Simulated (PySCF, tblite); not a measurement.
# C2H12BN2Si2 radical: geometry, infrared bands and EPR parameters

What infrared bands and EPR parameters should C2H12BN2Si2 radical (`C[B]N([SiH3])[SiH2]NC`) show?

The runs use tblite 0.8.0 and PySCF 2.14.0, with density-fitted response routines of our own; the level of theory stands in each step. All values are computed, except where a source is named. Atoms count from 0, in the outputs and in this text.

## 1. Starting geometry

19 atoms, charge 0, multiplicity 2; geometry from: force field or distance geometry start.

Bonds of the start (Å): C0–B1 1.60, B1–N2 1.50, N2–Si3 1.80, N2–Si4 1.80, Si4–N5 1.80, N5–C6 1.45, C0–H7 1.11, C0–H8 1.11, C0–H9 1.10, Si3–H10 1.47, Si3–H11 1.47, Si3–H12 1.46, Si4–H13 1.46, Si4–H14 1.48, N5–H15 1.03, C6–H16 1.11, C6–H17 1.11, C6–H18 1.12.

## 2. Optimising the geometry with GFN2-xTB

Job settings and geometry (Å):

```
{"job": {"kind": "relax", "xc": "GFN2-xTB", "basis": "xTB"}, "charge": 0, "multiplicity": 2}
C      2.323000    -1.623700     0.669800
B      1.501300    -0.270400     0.878100
N      0.967000     0.481900    -0.306500
Si     1.632200     2.151000    -0.244900
Si    -0.818300     0.611700    -0.088000
N     -1.560500    -1.024000    -0.201300
C     -3.004900    -0.912800    -0.066700
H      2.635500    -2.019700     1.658900
H      1.672700    -2.365000     0.158200
H      3.207200    -1.419400     0.054300
H      1.274400     2.782300     1.038800
H      3.093900     2.081500    -0.357700
H      1.091300     2.945000    -1.337700
H     -1.124500     1.212100     1.210100
H     -1.380700     1.472500    -1.155500
H     -1.353400    -1.386700    -1.144800
H     -3.454200    -1.924900    -0.136300
H     -3.438800    -0.286000    -0.868200
H     -3.272900    -0.496200     0.938600
```

On the command line:

```bash
OMP_NUM_THREADS=1 python probes_run.py task.json out
```

The driver reads the jobs from task.json and runs them one after another.

**Question.** This job is followed by: GFN2-xTB harmonic vibrations, gas phase; UKS B3LYP, pcH-1 on B C H N Si, non-relativistic, mean-field spin-orbit, GIAO. What will the session give for the following? strongest single infrared mode (GFN2-xTB); zero-point energy (GFN2-xTB); g(iso) (B3LYP); ⟨S²⟩; largest a(iso) (averaged by class); potential on the surface of density 0.002 e/bohr³, 1st and 99th percentile.

The runs gave:

| quantity | value |
| --- | --- |
| strongest single infrared mode (GFN2-xTB) | 2245 cm⁻¹, 510 km/mol |
| zero-point energy (GFN2-xTB) | 86.5 kcal/mol |
| g(iso) (B3LYP) | 2.00225 |
| ⟨S²⟩ | 0.752 (exact 0.75) |
| largest a(iso) (averaged by class) | 11B on B1, 373.3 MHz |
| potential on the surface of density 0.002 e/bohr³, 1st and 99th percentile | -1.24 V and 1.41 V |

What this shows: Relaxing lowered the energy by 1.087 eV in 147 steps; the close pair that moved most is B1–N2, from 1.502 to 1.381 Å. The lowest mode is imaginary (40i cm⁻¹), so the xTB geometry is not a minimum: the zero-point energy counts the real modes alone, and all values at this geometry belong to a saddle point. The strongest single mode, at 2245 cm⁻¹, moves mainly H12. GFN2-xTB is a fitted tight-binding method: band positions and strengths are rough. Its intensities can rank the bands wrongly. B1 carries the largest spin population, 0.90 e. The isotropic g lies 0.1 ppt below the free-electron value. The conformer search (at its own cheap level) found a structure 1.6 kcal/mol lower, so these spectra needn't be the molecule's.
